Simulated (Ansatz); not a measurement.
# CH₅ClGe₂, SMILES [Cl][GeH]1[CH2][GeH2]1: a polarisability from point charges

Run with the Ansatz DFT code, driven from Python.

The script, `field_ch5clge2.py`:
```python
import ansatz as az
import numpy as np

params = {
    "basis_set": "def2-SVPD",
    "functional": "pbe",
}

GEOMETRY = """
Cl   -2.82800    0.05920    0.10900
Ge   -0.91190    0.67360   -0.60060
C     0.43030    0.62890    0.71690
Ge    0.78100   -1.08710   -0.05680
H    -0.64410    1.18710   -2.05460
H     1.29930    1.34270    0.52580
H     0.09670    0.59140    1.77140
H     1.85150   -1.18130   -1.14110
H     0.01380   -2.26080    0.71290
"""

mol = az.Crystal.molecule()
for line in GEOMETRY.strip().splitlines():
    symbol, *xyz = line.split()
    mol = mol.atom(symbol, [float(v) for v in xyz])

setup = mol.calculation().basis(gaussian=params["basis_set"]).functional(params["functional"]).forces()
centre = np.mean([site.position_ang for site in mol.cartesian_sites], axis=0)
field = 2 * 14.399645 * 3.0 / 25.0 ** 2


def dipole(axis, sign):
    arm = 25.0 * np.eye(3)[axis]
    pair = [{"charge": sign * 3.0, "position_ang": (centre - arm).tolist()}, {"charge": -sign * 3.0, "position_ang": (centre + arm).tolist()}]
    deck = setup.input().set(az.key.basis.gaussian.point_charges, pair)
    return np.array(az.Session.from_dict(deck).plan().execute().report["charge_distribution"]["dipole_moment_e_ang"])


print(f"field {field:.4f} V/A")
alpha = np.array([(dipole(axis, 1) - dipole(axis, -1)) / (2 * field) * 14.399645 for axis in range(3)])
print("polarisability tensor (A^3)")
print(np.array2string(alpha, precision=3, suppress_small=True))
print(f"mean {np.trace(alpha) / 3:.3f} A^3 = {np.trace(alpha) / 3 / 0.14818471:.2f} bohr^3")
```

```console
$ python field_ch5clge2.py
field 0.1382 V/A
polarisability tensor (A^3)
[[17.788 -2.94   0.412]
 [-2.933 14.968 -1.215]
 [ 0.438 -1.2   12.537]]
mean 15.098 A^3 = 101.88 bohr^3
```

The geometry is a force-field or estimated start, not a minimum of this method, and the basis set is short of its limit. The field of two point charges is only nearly even. Timing: 50 s on 1 thread of Arm Neoverse V2 (shared host), peak memory 0.31 GiB.
